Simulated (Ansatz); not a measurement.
**Cl2H2OSi: harmonic frequencies at the relaxed geometry in Python**

At which frequencies does Cl2H2OSi vibrate? Aim: harmonic frequencies at the relaxed geometry, for Cl2H2OSi, run from a script. SMILES: O[SiH](Cl)Cl.

Program: Ansatz 0.2.0, driven from Python. Level of theory: B3LYP/cc-pVDZ. These are calculated values, not measurements.

### 1 Starting point

Bond lengths: O1–Si2 1.619 Å, Si2–Cl3 2.035 Å, Si2–Cl4 1.958 Å, O1–H5 1.022 Å, Si2–H6 1.481 Å. Angles: O1–Si2–Cl3 104.8°, O1–Si2–Cl4 107.9°, O1–Si2–H6 111.7°, Cl3–Si2–Cl4 106.0°, Cl3–Si2–H6 113.6°, Cl4–Si2–H6 112.2°, Si2–O1–H5 114.3°.

No structure file is read: the coordinates are typed or built in the script.

### 2 The code

run_freq.py

```python
"""Vibrations of Cl2H2OSi."""

from dataclasses import dataclass

import ansatz as az
from ase import Atoms
from ase.thermochemistry import IdealGasThermo
import numpy as np


@dataclass
class RunConfig:
    basis: str = "cc-pVDZ"
    functional: str = "b3lyp"


opts = RunConfig()

geometry_ang = [
    ("O", (0.4216, 1.1583, -0.4521)),
    ("Si", (0.1139, -0.2054, 0.3644)),
    ("Cl", (0.5643, -1.7043, -0.9358)),
    ("Cl", (-1.8193, -0.3076, 0.6598)),
    ("H", (-0.1171, 1.2632, -1.3137)),
    ("H", (0.8787, -0.2683, 1.6312)),
]
system = az.Crystal.molecule()
for symbol, xyz in geometry_ang:
    system = system.atom(symbol, xyz)

setup = (
    system.calculation()
    .basis(gaussian=opts.basis)
    .functional(opts.functional)
)
symbols = [site.symbol for site in system.cartesian_sites]
start = np.array([site.position_ang for site in system.cartesian_sites], dtype=float)
r = setup.relax(force_tolerance=0.003).run(threads=1).report
end = np.array(r["positions_ang"])

print("bond        before    after (A)")
for i, j in [(0, 1), (0, 4), (1, 2), (1, 3), (1, 5)]:
    d0, d1 = (np.linalg.norm(xyz[i] - xyz[j]) for xyz in (start, end))
    print(f"{symbols[i]}{i}-{symbols[j]}{j}".ljust(10), f"{d0:8.4f} {d1:8.4f}")

# same settings at the minimum
minimum = az.Crystal.molecule()
for symbol, xyz in zip(symbols, end):
    minimum = minimum.atom(symbol, xyz.tolist())
vibrating = (
    minimum.calculation()
    .basis(gaussian=opts.basis)
    .functional(opts.functional)
    .phonons(temperatures=(298.15, 498.15, 100))
)
vib = vibrating.run(threads=1).report["vibrations"]
sums = vib["harmonic_sums"]
modes = [m["omega_inv_cm"] for m in sums["modes_at_gamma"] if m["rigid_motion"] == "no"]
print("frequencies (1/cm):", " ".join(f"{w:.0f}" for w in modes))
print("imaginary modes:", sum(w < 0 for w in modes), " zero-point energy:", round(sums["zero_point_energy_ev"], 4), "eV")
# rigid rotor and ideal gas, symmetry number taken as one
gas = IdealGasThermo(vib_energies=[w / 8065.544 for w in modes if w > 0], geometry="linear" if len(modes) == 3 * len(symbols) - 5 else "nonlinear",
                     atoms=Atoms(symbols, positions=end), symmetrynumber=1, spin=0.0)
print(f"H(298 K) - E = {gas.get_enthalpy(298.15, verbose=False):.4f} eV")
print(f"S(298 K, 1 bar) = {96485.33 * gas.get_entropy(298.15, 1e5, verbose=False):.1f} J/(mol K) with symmetry number 1")

# all hydrogen replaced by deuterium
heavier = vibrating.phonons(masses={"H": 2.014102}).run(threads=1).report["vibrations"]["harmonic_sums"]
print("deuterated (1/cm):", " ".join(f"{m['omega_inv_cm']:.0f}" for m in heavier["modes_at_gamma"] if m["rigid_motion"] == "no"))
print("zero-point energy falls by", round(sums["zero_point_energy_ev"] - heavier["zero_point_energy_ev"], 4), "eV")
```

### 3 The calls as engine input

The engine receives this input (first run):

```yaml
crystal:
  periodic: [false, false, false]
  atoms:
    - { symbol: O, position_ang: [0.4216, 1.1583, -0.4521] }
    - { symbol: Si, position_ang: [0.1139, -0.2054, 0.3644] }
    - { symbol: Cl, position_ang: [0.5643, -1.7043, -0.9358] }
    - { symbol: Cl, position_ang: [-1.8193, -0.3076, 0.6598] }
    - { symbol: H, position_ang: [-0.1171, 1.2632, -1.3137] }
    - { symbol: H, position_ang: [0.8787, -0.2683, 1.6312] }
basis:
  gaussian:
    orbitals: cc-pVDZ
hamiltonian:
  xc: b3lyp
relax:
  f_tol: 0.003
```

### 4 The run

Command:

```console
$ python run_freq.py
```

Without the output at hand: what should come out? Wanted: highest frequency; imaginary modes; zero-point energy.

**Answer**, as computed:

```
         quantity      value
    runs compared          3
highest frequency  3817 cm⁻¹
  imaginary modes          0
zero-point energy   0.712 eV
```

In words: Run 1: The relaxation took 6 moves; the largest shift is 0.167 Å, of atom 4 (Cl). All frequencies are real, so the geometry is a minimum. The values are harmonic; measured fundamentals also hold anharmonic shifts, mostly downward for stretches. What to keep in mind:
- The frequencies are harmonic and unscaled, in a modest basis. The result belongs to the one conformer reached from this start, and soft torsions count as harmonic oscillators.
- b3lyp holds the VWN-RPA fit, as in Gaussian; the form of ORCA and Turbomole is b3lyp5.
- The entropy takes a symmetry number of 1; a symmetric molecule's is lower by R ln(sigma).
